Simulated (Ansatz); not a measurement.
# YbSe (zincblende type): how the settings move a single-point run

Question: which choices in the input matter for YbSe (zincblende type)?

Computed with Ansatz 0.2.0 (reference: DFT, LDA, all-electron LAPW, scalar-relativistic, unless a step's input says otherwise).

## Step 1: The structure to begin with

Symmetry: F-43m, No. 216, cubic system. The conventional cell has a = 5.983 Å, b = 5.983 Å, c = 5.983 Å, α = 90.00°, β = 90.00°, γ = 90.00°. Around Yb (site symmetry -43m) lie 4 Se at 2.59 Å. Se (site symmetry -43m) has 4 Yb at 2.59 Å as nearest neighbours.

As a file:

```xyz
2
Lattice="0.0000 2.9914 2.9914 2.9914 0.0000 2.9914 2.9914 2.9914 0.0000" Properties=species:S:1:pos:R:3 pbc="T T T"
Yb    0.0000    0.0000    0.0000
Se    1.4957    1.4957    1.4957
```

## Step 2: Reference

input.yaml

```yaml
crystal:
  lattice:
    - [0.0, 2.9913655573, 2.9913655573]
    - [2.9913655573, 0.0, 2.9913655573]
    - [2.9913655573, 2.9913655573, 0.0]
  atoms:
    - { symbol: Yb, position: [0.0, 0.0, 0.0] }
    - { symbol: Se, position: [0.25, 0.25, 0.25] }
kpoints:
  mp_grid: { grid: [11, 11, 11] }
scf:
  occupations: { method: fermi_dirac, width: 0.05 }
hamiltonian:
  xc: lda
  pseudopotentials: { kind: all_electron, lapw: { basis_error: 0.001 } }
output:
  forces: true
  stress: true
  eigenvalues: true
  populations: true
```

The run is started by

```console
> ansatz run input.yaml --threads 1 --pin off --max-ram 3072MiB --backend cpu --events-out ev --progress --plain --runs-dir out
```

## Step 3: A further run, with the input changed

input.yaml, as its differences from that of step 2:

```diff
@@ -12,2 +12,3 @@
   occupations: { method: fermi_dirac, width: 0.05 }
+  convergence: { dr2_threshold: 0.0001 }
 hamiltonian:
```

(Steps that only read results are left out.)

Before running it: what results should come out? Wanted: for each run, ending; energy change; pressure; gap; force.

The runs gave:

```tsv
run	ending	energy change	pressure (GPa)	gap (eV)	force (eV/Å)	cycles	time
reference	converged	0	10.3	0.24	0.00	12	48 s
1: dr2_threshold 0.0001	converged	0.0 meV/atom	10.3	0.24	0.00	9	40 s
```

Residual by cycle in the longest SCF loop of each run; runs are numbered as in the table. The quantity is the density residual dr2, in eV.

```tsv
cycle	reference	run 1
1	6.17	6.17
2	0.259	0.259
3	0.242	0.242
4	0.243	0.243
5	0.108	0.108
6	6.0e-4	6.0e-4
7	6.4e-4	6.4e-4
8	3.8e-5	3.8e-5
9	5.0e-6	5.0e-6
10	3.8e-7	-
11	3.2e-8	-
12	8.0e-11	-
```

**Reading.** Same state: the changed convergence setting leaves the energy within 0.5 meV/atom. Cost: 9 SCF cycles against 12. The gap of the reference lacks spin-orbit coupling, though the cell holds Yb.
